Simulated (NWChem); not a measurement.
**CIF2 (SMILES F[C](F)I): UB3LYP/def2-TZVP (core potential)**

What is the vertical ionisation energy of CIF2 at UB3LYP/def2-TZVP (core potential)? 

The results are computed with NWChem 7.3.0.

## (1) Starting point

The species is CIF2 (4 atoms), meant as a doublet with charge 0. SMILES: `F[C](F)I`. Geometry: relaxed at PBE0-D4/def2-TZVP.

Bond lengths: F1–C2 1.314 Å, C2–F3 1.314 Å, C2–I4 2.114 Å. Angles: F1–C2–F3 109.8°, F1–C2–I4 114.8°, F3–C2–I4 114.8°.

## (2) A single-point energy at UB3LYP/def2-TZVP (core potential)

Contents of job.nw:

```
start job
title "CF2I"
memory 2200 mb
geometry units angstroms noautosym nocenter noautoz
   F      1.211500     0.084400     0.645900
   C     -0.052600    -0.099200     0.339800
   F     -0.252800    -1.355400     0.012400
   I     -0.850600     1.309900    -1.018500
end
basis "ao basis" spherical bse
   * library def2-TZVP
end
ecp bse
   I library def2-TZVP
end
dft
   xc b3lyp
   mult 2
   grid fine
   convergence energy 1e-08
   maxiter 100
   mulliken
   print low
end
task dft energy
```

Run with:

```console
nwchem job.nw > job.out
```

Standard output:

```text
[...]
 d= 0,ls=0.0,diis     1   -535.4654778338 -7.18D+02  7.49D-03  4.06D-01     4.7
[...]
 d= 0,ls=0.0,diis    13   -535.6266793589 -2.46D-09  2.30D-07  2.86D-10    49.1
[...]
         Total DFT energy =     -535.626679358895
      One electron energy =    -1210.614944937423
           Coulomb energy =      541.059310901943
    Exchange-Corr. energy =      -48.643118543445
 Nuclear repulsion energy =      182.572073220030
[...]
      Total Density - Mulliken Population Analysis
     ---------------------------------------------
    Atom       Charge   Shell Charges
 -----------   ------   -------------------------------------------------------
    1 F    9     9.13   0.77  1.20  0.62  0.97  0.34  2.29  2.09  0.82  0.00  0.02  0.00
    2 C    6     5.78   0.86  1.12  0.56  0.66  0.11  1.12  0.96  0.15  0.05  0.17  0.03
    3 F    9     9.13   0.77  1.20  0.62  0.97  0.34  2.29  2.09  0.82  0.00  0.02  0.00
    4 I   25    24.96   0.19 -0.79  1.63  0.98  1.21  0.71 -0.49  6.44  1.43  2.61  0.97  9.17  0.82  0.05  0.00  0.01
[...]
      <S2> =      0.7544 (Exact =     0.7500)
[...]
```

Run time: 50 s. Hardware: 1 thread of Intel Xeon 6975P-C (Granite Rapids), shared host; peak memory 0.13 GiB.

## (3) The singlet cation, same level

Contents of work.nw:

```
start work
title "CF2I energy"
memory total 2200 mb
charge 1

geometry units angstrom noautosym nocenter noautoz
  F     1.211500    0.084400    0.645900
  C    -0.052600   -0.099200    0.339800
  F    -0.252800   -1.355400    0.012400
  I    -0.850600    1.309900   -1.018500
end

basis spherical bse
  * library def2-TZVP
end

ecp bse
  I library def2-TZVP
end

dft
  xc b3lyp
  grid fine
  convergence energy 1e-08
  maxiter 100
  mulliken
  print low
end

task dft energy
```

Run with:

```console
nwchem work.nw > work.out
```

Standard output:

```text
[...]
 d= 0,ls=0.0,diis     1   -534.9872624032 -7.18D+02  1.78D-02  3.12D+00     3.8
[...]
 d= 0,ls=0.0,diis    13   -535.2884015630 -7.95D-10  3.39D-08  7.24D-11    38.8
         Total DFT energy =     -535.288401562991
      One electron energy =    -1197.698230157007
           Coulomb energy =      528.080207993353
    Exchange-Corr. energy =      -48.242452619366
 Nuclear repulsion energy =      182.572073220030
[...]
      Total Density - Mulliken Population Analysis
     ---------------------------------------------
    Atom       Charge   Shell Charges
 -----------   ------   -------------------------------------------------------
    1 F    9     8.98   0.77  1.20  0.63  0.99  0.34  2.26  2.07  0.71  0.00  0.02  0.00
    2 C    6     5.62   0.86  1.12  0.58  0.66  0.04  1.06  0.92  0.10  0.05  0.21  0.03
    3 F    9     8.98   0.77  1.20  0.63  0.99  0.34  2.26  2.07  0.71  0.00  0.02  0.00
    4 I   25    24.42   0.19 -0.79  1.64  0.98  1.27  0.68 -0.49  6.43  1.37  2.48  0.58  9.18  0.82  0.05  0.00  0.01
[...]
```

It took 40 s on 1 thread of Intel Xeon 6975P-C (Granite Rapids), shared host; peak memory 0.13 GiB.

## (4) Outcome

At UB3LYP/def2-TZVP (core potential):

```
                                          quantity          value
                        doublet CIF2: total energy  -535.62668 Eh
                                doublet CIF2: ⟨S²⟩          0.754
                      singlet cation: total energy  -535.28840 Eh
vertical ionisation energy (to the singlet cation)       9.205 eV
```

What this shows: Removing an electron at fixed nuclei costs 9.21 eV (212 kcal/mol). Only the singlet of the ionised species was computed; a triplet could lie lower. Mulliken charges (singlet cation) run from +0.02 on F1 to +0.58 on I4.
